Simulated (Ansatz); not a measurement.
**C2H7FO2Si: molecular dynamics**

Aim: follow the molecule's vibrations and see whether its bonds hold. The start is relaxed first. Runs: 600 steps of 0.25 fs under a Langevin thermostat, set from 300 K to 900 K by a schedule. SMILES of the start: CC(O)(F)[SiH2]O.

All numbers below are computed with Ansatz 0.2.0 (RKS PBE-D4/STO-3G).

## Step 1: The structure to begin with

Bond lengths: C1–C2 1.523 Å, C2–O3 1.403 Å, C2–F4 1.411 Å, C2–Si5 1.920 Å, Si5–O6 1.690 Å, C1–H7 1.072 Å, C1–H8 1.050 Å, C1–H9 1.175 Å, O3–H10 1.012 Å, Si5–H11 1.475 Å, Si5–H12 1.475 Å, O6–H13 0.958 Å. Angles (14 of 20 angles, heavy atoms first): C1–C2–O3 105.4°, C1–C2–F4 109.3°, C1–C2–Si5 116.3°, O3–C2–F4 101.9°, O3–C2–Si5 115.2°, F4–C2–Si5 107.7°, C2–Si5–O6 112.6°, C2–C1–H7 111.9°, C2–C1–H8 111.1°, C2–C1–H9 109.0°, C2–O3–H10 103.4°, C2–Si5–H11 110.0°, C2–Si5–H12 109.1°, O6–Si5–H11 107.9°.

As a file:

```xyz
13

C    -0.2338   -0.7550    1.3865
C     0.5333   -0.1622    0.2116
O     1.6261   -1.0190    0.0108
F     1.1683    1.0291    0.6237
Si   -0.4929    0.2375   -1.3607
O    -1.5573    1.5293   -1.1289
H     0.3826   -0.8501    2.2584
H    -0.6791   -1.6687    1.1247
H    -1.0834   -0.0087    1.7052
H     2.4169   -0.4651    0.3124
H    -1.2886   -0.9400   -1.7562
H     0.4222    0.6453   -2.4431
H    -1.1939    2.3928   -0.9296
```

## Step 2: Preparing the start

File input.yaml:

```yaml
crystal:
  periodic: [false, false, false]
  atoms:
    - { symbol: C, position_ang: [-0.2338, -0.755, 1.3865] }
    - { symbol: C, position_ang: [0.5333, -0.1622, 0.2116] }
    - { symbol: O, position_ang: [1.6261, -1.019, 0.0108] }
    - { symbol: F, position_ang: [1.1683, 1.0291, 0.6237] }
    - { symbol: Si, position_ang: [-0.4929, 0.2375, -1.3607] }
    - { symbol: O, position_ang: [-1.5573, 1.5293, -1.1289] }
    - { symbol: H, position_ang: [0.3826, -0.8501, 2.2584] }
    - { symbol: H, position_ang: [-0.6791, -1.6687, 1.1247] }
    - { symbol: H, position_ang: [-1.0834, -0.0087, 1.7052] }
    - { symbol: H, position_ang: [2.4169, -0.4651, 0.3124] }
    - { symbol: H, position_ang: [-1.2886, -0.94, -1.7562] }
    - { symbol: H, position_ang: [0.4222, 0.6453, -2.4431] }
    - { symbol: H, position_ang: [-1.1939, 2.3928, -0.9296] }
basis:
  gaussian: { orbitals: STO-3G }
hamiltonian:
  xc: pbe
  dispersion: d4
relax:
  f_tol: 0.02
  max_steps: 40
scf:
  lower_state_search: "off"
```

Launch:

```sh
> ansatz run input.yaml --threads 1 --pin off --max-ram 2048MiB --backend cpu --events-out ev --progress --plain --runs-dir out
```

Further steps of the session: Dynamics.

Q: Predict the outcome of this session. Wanted: relaxation of the start; temperature, first and last step; temperature, second half; potential energy, second half; bonds formed or broken.

The runs gave:

| quantity | value |
| --- | --- |
| relaxation of the start | 12 moves, 1.074 eV lower |
| length | 600 steps of 0.25 fs |
| temperature, first and last step | 277 and 338 K |
| temperature, second half | mean 236 K, from 130 to 431 K |
| potential energy, second half | +28 meV/atom from the start |
| bonds formed or broken | 0 |

What this shows: Under a schedule from 300 to 900 K over 150 fs, the atoms average 345 K over the last tenth of the run. Such a rate, of order 10^16 K/s, is far beyond any furnace or quench, and the atoms lag the set-point. The bonds all hold. Averages from a run of 150 fs with 13 atoms are rough. The nuclei move classically, without zero-point motion, which matters most for hydrogen. In so small a basis the energies are only a sketch.
